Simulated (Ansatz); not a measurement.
**CH3AlO (SMILES [CH3][Al]=[O]) at SVWN5/aug-cc-pVDZ**

What is the electronic atomisation energy of CH3AlO at SVWN5/aug-cc-pVDZ? 

The calculation is run with Ansatz 0.2.0.

61 further runs of the same task are left out: 8 that didn't finish, 53 set aside as unsound or not needed. Runs told in other sessions of the task aren't counted.

**1. The system as given**

CH3AlO has 6 atoms, charge 0, and is taken as a singlet. SMILES: `[CH3][Al]=[O]`. The shape is that of a PBE0-D4/def2-TZVP optimisation.

Bond lengths: C1–Al2 1.935 Å, Al2–O3 1.596 Å, C1–H4 1.092 Å, C1–H5 1.092 Å, C1–H6 1.092 Å. Angles: C1–Al2–O3 180.0°, Al2–C1–H4 110.5°, Al2–C1–H5 110.5°, Al2–C1–H6 110.5°, H4–C1–H5 108.4°, H4–C1–H6 108.4°, H5–C1–H6 108.4°.

**2. A single-point energy at SVWN5/aug-cc-pVDZ**

File job.yaml:

```yaml
crystal:
  periodic: [false, false, false]
  atoms:
    - symbol: C
      position_ang: [-0.412500, 0.498200, -0.315400]
    - symbol: Al
      position_ang: [0.696700, -0.841400, 0.532500]
    - symbol: O
      position_ang: [1.611700, -1.946300, 1.232100]
    - symbol: H
      position_ang: [0.065200, 1.479100, -0.263900]
    - symbol: H
      position_ang: [-1.383600, 0.560900, 0.180800]
    - symbol: H
      position_ang: [-0.577400, 0.249400, -1.366100]
basis:
  gaussian: {orbitals: aug-cc-pVDZ}
hamiltonian: {xc: {name: SVWN5}}
accuracy: high
output: {orbitals: {seedname: orbitals}}
```

Run with:

```sh
$ ansatz run job.yaml --threads 1 --pin off --max-ram 3480MiB --events-out events.jsonl --progress --plain --runs-dir runs
```

The log of the run:

```text
Warning: RAYON_NUM_THREADS=1 ignored (pool sized by the plan → 1); use --threads N
Functional definition: SVWN5
  name "SVWN5"
  exchange = slater_x
  correlation = vwn5_c
1876 factors; integrals over basis functions are off by at most 3.5e-9 eV
mean field evaluation 1: about -9653.2329 eV, gradient 1.0e2 eV
mean field evaluation 2: about -9460.5043 eV, gradient 1.9e2 eV
mean field evaluation 4: about -9669.4922 eV, gradient 5.2e1 eV
mean field evaluation 8: about -9676.4152 eV, gradient 2.8e0 eV
mean field evaluation 16: about -9676.4281 eV, gradient 1.2e-4 eV
mean field -9676.42814657 eV, -355.6021754681 hartree, gradient 3.8e-8 eV, S^2 0.000000; 0 other end points of the search recorded, 0 dependent functions left out
reference -9676.42815346 eV, -355.6021757211 hartree; 15, 15 occupied and 85, 85 virtual orbitals, 1876 factors
Total energy: -9676.42815346 eV, -355.6021757211 hartree
```

Wall time 5.1 s (1 thread of Intel Xeon Platinum 8259CL at 2.50GHz (Skylake/Cascade Lake), shared host); peak memory 0.26 GiB.

**3. The Al atom at the same level**

File input.yaml:

```yaml
crystal:
  periodic: [false, false, false]
  atoms:
    - {symbol: Al, position_ang: [0.000000, 0.000000, 0.000000]}
basis:
  gaussian: {orbitals: aug-cc-pVDZ}
magnetization: {spin_polarized: true, initial_magnetization: 1}
hamiltonian: {xc: {name: SVWN5}}
accuracy: high
```

Run the same way, it converges to -241.30390 Eh (log not shown).

**4. The C atom at the same level**

File molecule.yaml:

```yaml
basis:
  gaussian:
    orbitals: aug-cc-pVDZ
crystal:
  periodic: [false, false, false]
  atoms:
    - symbol: C
      position_ang: [0.000000, 0.000000, 0.000000]
magnetization:
  spin_polarized: true
  initial_magnetization: 2
hamiltonian:
  xc: {name: SVWN5}
accuracy: high
```

Run the same way, it converges to -37.46043 Eh (log not shown).

**5. The H atom at the same level**

File molecule.yaml:

```yaml
crystal:
  periodic: [false, false, false]
  atoms:
    - {symbol: H, position_ang: [0.000000, 0.000000, 0.000000]}
basis:
  gaussian:
    orbitals: aug-cc-pVDZ
magnetization:
  spin_polarized: true
  initial_magnetization: 1
hamiltonian:
  xc: {name: SVWN5}
accuracy: high
```

Run the same way, it converges to -0.47801 Eh (log not shown).

**6. The O atom, same level**

File input.yaml:

```yaml
crystal:
  periodic: [false, false, false]
  atoms:
    - {symbol: O, position_ang: [0.000000, 0.000000, 0.000000]}
basis:
  gaussian: {orbitals: aug-cc-pVDZ}
magnetization: {spin_polarized: true, initial_magnetization: 2}
hamiltonian: {xc: {name: SVWN5}}
accuracy: high
```

Run with:

```sh
$ ansatz run input.yaml --threads 1 --pin off --max-ram 3480MiB --events-out events.jsonl --progress --plain --runs-dir runs
```

The log of the run:

```text
Warning: RAYON_NUM_THREADS=1 ignored (pool sized by the plan → 1); use --threads N
Functional definition: SVWN5
  name "SVWN5"
  exchange = slater_x
  correlation = vwn5_c
200 factors; integrals over basis functions are off by at most 2.1e-9 eV
mean field evaluation 1: about -2027.1470 eV, gradient 7.6e0 eV
mean field evaluation 2: about -2027.1011 eV, gradient 8.3e0 eV
mean field evaluation 4: about -2027.3730 eV, gradient 6.2e-3 eV
mean field evaluation 8: about -2027.3728 eV, gradient 2.5e-5 eV
mean field evaluation 16: about -2027.3727 eV, gradient 1.0e-1 eV
mean field evaluation 32: about -2027.2836 eV, gradient 4.8e0 eV
mean field -2027.37278209 eV, -74.5045755392 hartree, gradient 2.3e-9 eV, S^2 2.003829; 2 other end points of the search recorded, 0 dependent functions left out
reference -2027.37278442 eV, -74.5045756249 hartree; 5, 3 occupied and 18, 20 virtual orbitals, 200 factors
Total energy: -2027.37278442 eV, -74.5045756249 hartree
```

It took 0.44 s on 1 thread of Intel Xeon Platinum 8259CL at 2.50GHz (Skylake/Cascade Lake), shared host.

**7. Summary of results**

At SVWN5/aug-cc-pVDZ:

```
                     quantity          value
       molecule: total energy  -355.60218 Eh
        molecule: HOMO energy       -6.19 eV
        molecule: LUMO energy       -2.50 eV
      molecule: HOMO–LUMO gap        3.69 eV
        Al atom: total energy  -241.30390 Eh
                Al atom: ⟨S²⟩          0.752
         C atom: total energy   -37.46043 Eh
                 C atom: ⟨S²⟩          2.002
         H atom: total energy    -0.47801 Eh
                 H atom: ⟨S²⟩          0.750
         O atom: total energy   -74.50458 Eh
                 O atom: ⟨S²⟩          2.004
electronic atomisation energy      24.470 eV
```

**Reading.** Taking the molecule apart into free atoms costs 24.47 eV (564 kcal/mol), before zero-point energy and without spin-orbit coupling.
